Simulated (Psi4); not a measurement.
# AlGeNH4O (SMILES [NH2][GeH]1[O][AlH]1): levels of theory compared

Aim: a comparison of 4 runs (PBE/6-31G*, TPSS/6-31G*, r2SCAN/6-31G*, revPBE/6-31G*) of AlGeNH4O. 

The results are computed with Psi4 1.11.

## Step 1: The system as given

The species is AlGeNH4O (8 atoms), meant as a singlet with charge 0. As SMILES, `[NH2][GeH]1[O][AlH]1`. The N1–H5 distance was set to 1.514 Å, away from the relaxed value. At this shape a bond of the SMILES string is far longer than usual.

Bond lengths: N1–Ge2 1.822 Å, Ge2–O3 1.896 Å, Ge2–Al4 2.331 Å, O3–Al4 1.699 Å, N1–H6 1.008 Å, Ge2–H7 1.543 Å, Al4–H8 1.577 Å. Some angles: N1–Ge2–O3 114.7°, N1–Ge2–Al4 126.9°, O3–Ge2–Al4 46.0°, Ge2–O3–Al4 80.7°, Ge2–Al4–O3 53.4°, N1–Ge2–H7 103.9°, O3–Ge2–H7 108.8°, Al4–Ge2–H7 128.4°, Ge2–N1–H6 117.5°, Ge2–Al4–H8 168.5°. A long bond or contact: N1–H5 1.514 Å.

## Step 2: Energy and gradient at PBE/6-31G(d) (spherical functions) (run 1)

Contents of algeh4no.xyz:

```xyz
8
AlGeH4NO
N     -1.169755     0.857386     0.465649
Ge     0.070045    -0.472914     0.578149
O      1.008445    -0.819014    -1.032251
Al     0.262445    -2.329914    -0.817851
H     -0.662600     2.276400     0.611900
H     -1.851155     0.798186    -0.274851
H      1.068845     0.038886     1.636649
H      0.182645    -3.717114    -1.564351
```

Contents of run.py:

```python
import numpy as np
from ase.calculators.psi4 import Psi4
from ase.io import read

a = read('algeh4no.xyz')
calc = Psi4(atoms=a, method='pbe', basis='6-31G*', memory='1600MB', num_threads=1, charge=0, multiplicity=1, label='algeh4no')
calc.psi4.set_options({'puream': True, 'e_convergence': 1e-09, 'd_convergence': 1e-08, 'scf_type': 'pk', 'dft_radial_points': 99, 'dft_spherical_points': 590})
a.calc = calc

forces = a.get_forces()
print(f'energy: {a.get_potential_energy():.6f} eV')
print('forces / eV A^-1')
print(np.round(forces, 5))
```

Started as:

```bash
$ python run.py
```

algeh4no.dat:

```text
[...]
  Running in c1 symmetry.
[...]
  Nuclear repulsion =  337.797256993077610
[...]
  Multiplicity = 1
[...]
  Nalpha       = 32
  Nbeta        = 32
[...]
    Number of basis functions: 86
[...]
   @RKS iter   1: -2448.86232634658199   -1.45532e+00   3.44996e-02 DIIS/ADIIS
[...]
   @RKS iter  15: -2450.85594380713201   -5.91172e-12   6.34709e-09 DIIS
[...]
  @RKS Final Energy: -2450.85594380713201
   => Energetics <=
    Nuclear Repulsion Energy =            337.7972569930776103
    One-Electron Energy =               -4085.6016216201555835
    Two-Electron Energy =                1410.9179238285801148
    DFT Exchange-Correlation Energy =    -113.9695030086339642
    Empirical Dispersion Energy =           0.0000000000000000
    VV10 Nonlocal Energy =                  0.0000000000000000
    Total Energy =                      -2450.8559438071320074
[...]
 Multipole Moments:
 ------------------------------------------------------------------------------------
     Multipole            Electronic (a.u.)      Nuclear  (a.u.)        Total (a.u.)
 ------------------------------------------------------------------------------------
 L = 1.  Multiply by 2.5417464519 to convert [e a0] to [Debye]
 Dipole X            :          1.2022150           -1.5539278           -0.3517129
 Dipole Y            :         -1.5102184            1.1905470           -0.3196714
 Dipole Z            :          3.6251292           -3.7452648           -0.1201355
 Magnitude           :                                                    0.4902288
[...]
  -Total Gradient:
     Atom            X                  Y                   Z
    ------   -----------------  -----------------  -----------------
       1       -0.030649856336    -0.082633869750    -0.031730725331
       2        0.004180745108    -0.006223539389    -0.010095034090
       3       -0.017756658641    -0.012465434086     0.014156551638
       4        0.008983630387     0.016750161377    -0.000868477085
       5        0.032136126753     0.089286226215     0.015595155488
       6        0.006949812028    -0.008013459795     0.014228679434
       7       -0.004037347758    -0.001337481965    -0.004051439453
       8        0.000187225813     0.004619733304     0.002750117760
[...]
```

On the terminal:

```text
energy: -66691.187177 eV
forces / eV A^-1
[[ 1.57608  4.2492   1.63166]
 [-0.21498  0.32003  0.51911]
 [ 0.91308  0.641   -0.72796]
 [-0.46196 -0.86133  0.04466]
 [-1.65251 -4.59128 -0.80194]
 [-0.35737  0.41207 -0.73167]
 [ 0.20761  0.06878  0.20833]
 [-0.00963 -0.23756 -0.14142]]
```

Run time: 41 s. Hardware: 1 thread of Intel Xeon Platinum 8259CL at 2.50GHz (Skylake/Cascade Lake), shared host; peak memory 0.8 GiB.

## Step 3: Energy and gradient at TPSS/6-31G(d) (spherical functions) (run 2)

Contents of calc.in:

```
memory 1.6 GB

molecule m {
  N
  Ge 1 r2
  O 2 r3 1 a3
  Al 3 r4 2 a4 1 d4
  H 1 r5 2 a5 3 d5
  H 1 r6 5 a6 2 d6
  H 2 r7 1 a7 6 d7
  H 4 r8 3 a8 2 d8

  r2 = 1.821938
  r3 = 1.895724
  a3 = 114.68919
  r4 = 1.698618
  a4 = 80.66373
  d4 = -118.38144
  r5 = 1.514
  a5 = 116.77169
  d5 = -82.86282
  r6 = 1.008043
  a6 = 110.63639
  d6 = -138.03045
  r7 = 1.542713
  a7 = 103.92794
  d7 = 170.9387
  r8 = 1.577325
  a8 = 138.13807
  d8 = 178.90689
  units angstrom
  symmetry c1
  no_reorient
  no_com
}

set basis 6-31G*
set puream true
set e_convergence 1e-09
set d_convergence 1e-08
set scf_type pk
set dft_radial_points 99
set dft_spherical_points 590

result, w = gradient("tpss", return_wfn=True)
oeprop(w, "DIPOLE", "MULLIKEN_CHARGES", "QUADRUPOLE", title="TPSS")
```

Started as:

```bash
$ psi4 -n 1 calc.in calc.out
```

calc.out:

```text
[...]
  Running in c1 symmetry.
[...]
  Nuclear repulsion =  337.797214982511036
[...]
  Multiplicity = 1
[...]
  Nalpha       = 32
  Nbeta        = 32
[...]
    Number of basis functions: 86
[...]
   @RKS iter   1: -2449.52052437020211   -1.53328e+00   3.42192e-02 DIIS/ADIIS
[...]
   @RKS iter  15: -2451.46800226580308   -1.36424e-12   2.96436e-09 DIIS
[...]
  @RKS Final Energy: -2451.46800226580308
   => Energetics <=
    Nuclear Repulsion Energy =            337.7972149825110364
    One-Electron Energy =               -4085.4626344334810710
    Two-Electron Energy =                1410.7965575057332899
    DFT Exchange-Correlation Energy =    -114.5991403205662067
    Empirical Dispersion Energy =           0.0000000000000000
    VV10 Nonlocal Energy =                  0.0000000000000000
    Total Energy =                      -2451.4680022658030794
[...]
  -Total Gradient:
     Atom            X                  Y                   Z
    ------   -----------------  -----------------  -----------------
       1       -0.084250797613    -0.011435098238     0.037770671142
       2       -0.005399782226    -0.008521212130     0.004502130186
       3       -0.015142030162     0.016780442483    -0.001945940465
       4        0.016129964763    -0.004061930658    -0.006145872126
       5        0.087566140292    -0.004385709528    -0.042945611633
       6        0.001270427217     0.012180096970     0.011181314369
       7       -0.001928320948    -0.001263573602    -0.001175565710
       8        0.001722469076     0.000698150117    -0.001226279478
[...]
 Multipole Moments:
 ------------------------------------------------------------------------------------
     Multipole            Electronic (a.u.)      Nuclear  (a.u.)        Total (a.u.)
 ------------------------------------------------------------------------------------
 L = 1.  Multiply by 2.5417464519 to convert [e a0] to [Debye]
 Dipole X            :          0.7136361           -1.2603394           -0.5467033
 Dipole Y            :          3.4248307           -3.4079055            0.0169253
 Dipole Z            :          2.1777686           -2.1579684            0.0198002
 Magnitude           :                                                    0.5473235
 L = 2.  Multiply by 1.3450342976 to convert [e a0^2] to [Debye ang]
 Quadrupole XX       :       -147.8605781          118.4586919          -29.4018862
 Quadrupole XY       :        -62.1135093           64.1397764            2.0262672
[...]
```

Run time: 81 s. Hardware: 1 thread of Intel Xeon Platinum 8259CL at 2.50GHz (Skylake/Cascade Lake), shared host; peak memory 1 GiB.

Run 3 isn't shown in full; the table further down has it.

## Step 4: Energy and forces at revPBE/6-31G(d) (spherical functions) (run 4)

Contents of algeh4no.json:

```json
{
  "schema_name": "qcschema_input",
  "schema_version": 1,
  "molecule": {
    "schema_name": "qcschema_molecule",
    "schema_version": 2,
    "symbols": ["N", "Ge", "O", "Al", "H", "H", "H", "H"],
    "geometry": [-2.21051658, 1.62022472, 0.87994908, 0.13236587, -0.89367794, 1.09254327, 1.90568486, -1.54771215, -1.95067168, 0.49594917, -4.40289935, -1.5455144, -1.25213253, 4.30177255, 1.15632342, -3.49817596, 1.50835294, -0.51939312, 2.01982432, 0.07348389, 3.09281837, 0.34514903, -7.02432743, -2.95619495],
    "molecular_charge": 0,
    "molecular_multiplicity": 1,
    "fix_symmetry": "c1"
  },
  "driver": "gradient",
  "model": {
    "method": "revpbe",
    "basis": "6-31G*"
  },
  "keywords": {
    "puream": true,
    "e_convergence": 1e-09,
    "d_convergence": 1e-08,
    "scf_type": "pk",
    "dft_radial_points": 99,
    "dft_spherical_points": 590
  }
}
```

Started as:

```bash
$ psi4 --qcschema algeh4no.json -n 1 --memory 1600MB
```

stdout:

```text
[...]
  Running in c1 symmetry.
[...]
  Nuclear repulsion =  337.797257385475746
[...]
  Multiplicity = 1
[...]
  Nalpha       = 32
  Nbeta        = 32
[...]
    Number of basis functions: 86
[...]
   @RKS iter   1: -2449.21902534222500   -1.47456e+00   3.44339e-02 DIIS/ADIIS
[...]
   @RKS iter  15: -2451.20068185798300   -4.09273e-12   6.72720e-09 DIIS
[...]
  @RKS Final Energy: -2451.20068185798300
   => Energetics <=
    Nuclear Repulsion Energy =            337.7972573854757457
    One-Electron Energy =               -4085.6263158545430088
    Two-Electron Energy =                1410.9572116556792025
    DFT Exchange-Correlation Energy =    -114.3288350445951522
    Empirical Dispersion Energy =           0.0000000000000000
    VV10 Nonlocal Energy =                  0.0000000000000000
    Total Energy =                      -2451.2006818579829996
[...]
 Multipole Moments:
 ------------------------------------------------------------------------------------
     Multipole            Electronic (a.u.)      Nuclear  (a.u.)        Total (a.u.)
 ------------------------------------------------------------------------------------
 L = 1.  Multiply by 2.5417464519 to convert [e a0] to [Debye]
 Dipole X            :          1.2051097           -1.5539279           -0.3488182
 Dipole Y            :         -1.5299606            1.1905470           -0.3394136
 Dipole Z            :          3.6226452           -3.7452648           -0.1226195
 Magnitude           :                                                    0.5019076
[...]
  -Total Gradient:
     Atom            X                  Y                   Z
    ------   -----------------  -----------------  -----------------
       1       -0.027681148102    -0.084298130070    -0.032129999925
       2        0.003226447721    -0.004902884927    -0.012533263367
       3       -0.020374572045    -0.014544779643     0.016713113855
       4        0.010043354497     0.020002090348    -0.000666196343
       5        0.031955869643     0.088352761213     0.015707907906
       6        0.007125677183    -0.008390667602     0.014598004310
       7       -0.004570541531    -0.001475998445    -0.004714374738
       8        0.000267927301     0.005239838594     0.003008914828
[...]
```

The result, in JSON:

```text
{
 "driver": "gradient",
 "model": {
  "method": "revpbe",
  "basis": "6-31G*"
 },
 "success": true,
 "return_result": [-0.02768114810166452, -0.08429813007021333, -0.03212999992461721, 0.0032264477211183928, -0.0049028849268147184, -0.012533263367215913, -0.020374572044630418, -0.01454477964298348, 0.016713113854569542, 0.010043354497278077, 0.020002090348325507, -0.0006661963429730578, 0.03195586964341185, 0.08835276121265803, 0.01570790790596923, 0.007125677182588719, -0.008390667601918356, 0.014598004310172469, -0.0045705415309887365, -0.0014759984449458363, -0.004714374738421012, 0.0002679273011342541, 0.005239838594089025, 0.003008914827570569],
 "properties": {
  "calcinfo_nbasis": 86,
  "calcinfo_nmo": 86,
  "calcinfo_nalpha": 32,
  "calcinfo_nbeta": 32,
  "calcinfo_natom": 8,
  "nuclear_repulsion_energy": 337.79725738547575,
  "return_energy": -2451.200681857983,
  "return_gradient": [-0.02768114810166452, -0.08429813007021333, -0.03212999992461721, 0.0032264477211183928, -0.0049028849268147184, -0.012533263367215913, -0.020374572044630418, -0.01454477964298348, 0.016713113854569542, 0.010043354497278077, 0.020002090348325507, -0.0006661963429730578, 0.03195586964341185, 0.08835276121265803, 0.01570790790596923, 0.007125677182588719, -0.008390667601918356, 0.014598004310172469, -0.0045705415309887365, -0.0014759984449458363, -0.004714374738421012, 0.0002679273011342541, 0.005239838594089025, 0.003008914827570569],
  "scf_one_electron_energy": -4085.626315854543,
  "scf_two_electron_energy": 1410.9572116556792,
  "scf_xc_energy": -114.32883504459515,
  "scf_dipole_moment": [-0.34881819347652354, -0.3394135719385871, -0.12261954498835692],
  "scf_total_energy": -2451.200681857983,
  "scf_total_gradient": [-0.02768114810166452, -0.08429813007021333, -0.03212999992461721, 0.0032264477211183928, -0.0049028849268147184, -0.012533263367215913, -0.020374572044630418, -0.01454477964298348, 0.016713113854569542, 0.010043354497278077, 0.020002090348325507, -0.0006661963429730578, 0.03195586964341185, 0.08835276121265803, 0.01570790790596923, 0.007125677182588719, -0.008390667601918356, 0.014598004310172469, -0.0045705415309887365, -0.0014759984449458363, -0.004714374738421012, 0.0002679273011342541, 0.005239838594089025, 0.003008914827570569],
  "scf_iterations": 15
 }
}
```

Wall time 41 s (1 thread of Intel Xeon Platinum 8259CL at 2.50GHz (Skylake/Cascade Lake), shared host); peak memory 0.76 GiB.

## Step 5: All runs side by side

```
run                                level   energy (Eh)  dipole moment (D)  HOMO energy (eV)  LUMO energy (eV)  wall time
  1     PBE/6-31G* (spherical functions)  -2450.855944               1.25             -5.16             -2.35       41 s
  2    TPSS/6-31G* (spherical functions)  -2451.468002               1.39             -5.28             -2.24       81 s
  3  r2SCAN/6-31G* (spherical functions)  -2451.339981               1.40             -5.38             -2.16       67 s
  4  revPBE/6-31G* (spherical functions)  -2451.200682               1.28             -5.13             -2.30       41 s
```

## Step 6: Outcome

| quantity | value |
| --- | --- |
| run 4: total energy | -2451.20068 Eh |
| run 4: dipole moment | 1.28 D |
| run 4: HOMO energy | -5.13 eV |
| run 4: LUMO energy | -2.30 eV |
| run 4: HOMO–LUMO gap | 2.83 eV |
| run 4: largest force on an atom | 4.898 eV/Å |

**Reading.** The dipole moment (its size) runs from 1.25 D (PBE/6-31G*) to 1.40 D (r2SCAN/6-31G*). The HOMO–LUMO gap runs from 2.82 eV (PBE/6-31G*) to 3.22 eV (r2SCAN/6-31G*). Totals of different functionals can't be ranked against each other. All runs together took 3.8 min, the longest 81 s.
